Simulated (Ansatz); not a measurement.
# H9NO2Si: the cost of one run

Program: Ansatz 0.2.0. Level of theory: RKS B3LYP-D4/6-31G*. These are calculated values, not measurements.

1 further run of the same task is left out (it didn't finish).

### 1 The starting structure

Bond lengths: Si1–H3 1.482 Å, Si1–H4 1.468 Å, Si1–N5 1.705 Å, Si1–O7 2.066 Å, N5–H10 1.003 Å, N5–H11 1.005 Å, O7–H12 0.952 Å, O9–H13 0.959 Å. Angles: H3–Si1–H4 102.2°, H3–Si1–N5 98.3°, H3–Si1–O7 88.6°, H4–Si1–N5 132.9°, H4–Si1–O7 106.5°, N5–Si1–O7 116.1°, Si1–N5–H10 122.0°, Si1–N5–H11 125.1°, H10–N5–H11 112.9°, Si1–O7–H12 110.2°.

Structure file:

```xyz
13

Si   -0.7905   -0.5856    0.5526
H     0.7254    0.4870    0.8192
H    -1.9369   -1.3880    0.0639
H    -0.0493   -1.5638    1.3587
N    -1.6376    0.8398    0.9482
H     1.0450    0.0787   -1.3426
O     0.0109   -0.6678   -1.3496
H     1.4084    0.7657    0.1710
O     2.0252    0.7953   -0.9525
H    -2.6388    0.8885    0.9158
H    -1.2145    1.6959    1.2617
H     0.2672   -1.5607   -1.5595
H     2.7855    0.2151   -0.8870
```

### 2 A restrained relaxation towards end A

Springs on the bonds that form and break draw the guess towards this end; the thresholds are loose.

Contents of input.yaml:

```yaml
crystal:
  periodic: [false, false, false]
  atoms:
    - { symbol: Si, position_ang: [-0.7905, -0.5856, 0.5526] }
    - { symbol: H, position_ang: [0.7254, 0.487, 0.8192] }
    - { symbol: H, position_ang: [-1.9369, -1.388, 0.0639] }
    - { symbol: H, position_ang: [-0.0493, -1.5638, 1.3587] }
    - { symbol: "N", position_ang: [-1.6376, 0.8398, 0.9482] }
    - { symbol: H, position_ang: [1.045, 0.0787, -1.3426] }
    - { symbol: O, position_ang: [0.0109, -0.6678, -1.3496] }
    - { symbol: H, position_ang: [1.4084, 0.7657, 0.171] }
    - { symbol: O, position_ang: [2.0252, 0.7953, -0.9525] }
    - { symbol: H, position_ang: [-2.6388, 0.8885, 0.9158] }
    - { symbol: H, position_ang: [-1.2145, 1.6959, 1.2617] }
    - { symbol: H, position_ang: [0.2672, -1.5607, -1.5595] }
    - { symbol: H, position_ang: [2.7855, 0.2151, -0.887] }
basis:
  gaussian: { orbitals: "6-31G*" }
hamiltonian:
  xc: b3lyp
  dispersion: d4
relax:
  f_tol: 0.15
  max_steps: 25
  restrain:
    - { distance: [0, 6], at: 3.07, k: 30.0 }
    - { distance: [5, 8], at: 2.27, k: 30.0 }
    - { distance: [7, 1], at: 1.92, k: 30.0 }
    - { distance: [0, 1], at: 1.42, k: 30.0 }
    - { distance: [5, 6], at: 0.97, k: 30.0 }
    - { distance: [7, 8], at: 0.97, k: 30.0 }
```

On the command line:

```console
ansatz run input.yaml --threads 2 --pin off --max-ram 3072MiB --backend cpu --events-out ev --progress --plain --runs-dir out
```

What time and memory should one allow on 2 threads of Arm Neoverse V2, shared host?

About 41 s, with a peak of 0.17 GiB.
